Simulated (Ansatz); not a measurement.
Wanted: the native input for an Ansatz 0.2.0 run.

| Item | Value |
| --- | --- |
| Task | single point |
| Functional | PBE |
| Potentials or basis | Ansatz PAW |
| Cutoff | 420 eV (not typed: the program's choice for these potentials) |
| k mesh | 8 × 8 × 1 |
| Occupations | fermi-dirac, width 0.05 eV |
| Spin | no spin polarisation |
| Boundary along the surface normal | dipole_correction |
| Miller | [0, 0, 1] |
| Bulk formula | TiTe2 |

The system is TiTe2, a slab with vacuum.

```
Te Ti
1.0
     3.77700    0.00000    0.00000
    -1.88850    3.27098    0.00000
     0.00000    0.00000   24.91335
Te Ti
4 2
Direct
  0.33333 0.66667 0.30104
  0.66667 0.33333 0.43813
  0.33333 0.66667 0.56187
  0.66667 0.33333 0.69896
  0.00000 0.00000 0.36959
  0.00000 0.00000 0.63041
```

The cell isn't the ideal one: the (0 0 1) slab of TiTe2, cut from the database cell, not relaxed.

One way to write it, as run:

input.yaml

```yaml
crystal:
  lattice:
    - [3.7770008876, 0.0, 0.0]
    - [-1.8885004438, 3.2709787188, 0.0]
    - [0.0, 0.0, 24.9133488]
  atoms:
    - { symbol: Te, position: [0.3333333333, 0.6666666666, 0.301043431] }
    - { symbol: Ti, position: [0.0, 0.0, 0.3695879857] }
    - { symbol: Te, position: [0.6666666667, 0.3333333334, 0.4381325404] }
    - { symbol: Te, position: [0.3333333333, 0.6666666666, 0.5618674596] }
    - { symbol: Ti, position: [0.0, 0.0, 0.6304120143] }
    - { symbol: Te, position: [0.6666666667, 0.3333333334, 0.698956569] }
hamiltonian:
  xc: pbe
  pseudopotentials: { kind: paw }
kpoints:
  mp_grid: { grid: [8, 8, 1] }
scf:
  occupations: { method: fermi_dirac, width: 0.05 }
output:
  forces: true
  eigenvalues: true
  write_density: true
  write_potential: true
  elf: true
  volumetric_format: npy
efield:
  axis: 3
  dipole_correction: true
  ramp_width: 0.04
```

Potentials or basis: Ansatz PAW.

Launch:

```console
$ ansatz run input.yaml --threads 4 --pin off --max-ram 11264MiB --backend cpu --events-out ev --progress --plain --runs-dir out
```

It gave:

```json
{
  "Largest force": "0.248 eV/Å",
  "Band gap on the k mesh": "none (metal or under the smearing width)",
  "Work function of the upper face": "4.96 eV",
  "Work function of the lower face": "4.96 eV",
  "Dipole across the slab": "0.000 e·Å"
}
```

Wall time 4.8 s on 4 threads of Arm Neoverse V2, on a shared host, peak memory 0.72 GiB.
